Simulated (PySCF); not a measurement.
# CH5Al2Cl2F: the cost of one run

Computed with PySCF 2.14.0, with density-fitted response routines of our own, on a single molecule in the gas phase. Atoms are numbered from 0 throughout.

### 1 Starting geometry

11 atoms, charge 0, multiplicity 1; geometry from: GFN2-xTB. The atoms were then displaced at random by about 0.01 Å, so the start is not that level's minimum.

Bonds of the start (Å): C0–Al1 1.96, Al1–Cl2 2.20, Cl2–Al3 2.21, Al3–F4 1.65, Al3–Cl5 2.21, Cl5–Al1 2.22, C0–H6 1.09, C0–H7 1.07, C0–H8 1.13, Al1–H9 1.54, Al3–H10 1.48.

### 2 Geometry optimisation at PBE0-D3(BJ)/def2-SVP

What the job is given:

```
{"job": {"xc": "PBE0", "basis": "def2-SVP", "d3": "d3bj", "grid": 1, "shake": 0.01, "kind": "geom"}, "charge": 0, "multiplicity": 1}
C     -2.125260     0.012530     0.666600
Al    -0.370040     0.848240     0.392310
Cl     1.154630    -0.147750     1.633690
Al     2.303770    -0.691350    -0.171820
F      2.507430    -2.323820    -0.322530
Cl     0.627050     0.041210    -1.415730
H     -2.518050    -0.509520    -0.208480
H     -2.190180    -0.653620     1.501560
H     -2.877420     0.831440     0.889590
H      0.090080     2.321650     0.410280
H      3.436110     0.245160    -0.311290
```

Run with:

```
OMP_NUM_THREADS=1 python probes_run.py task.json out
```

This one command runs all jobs of the session in turn.

**Question.** How long does this first job take on 1 thread of Arm Neoverse N1, shared host, and how much memory does it need?

About 2.1 min, with a peak of 0.5 GiB.
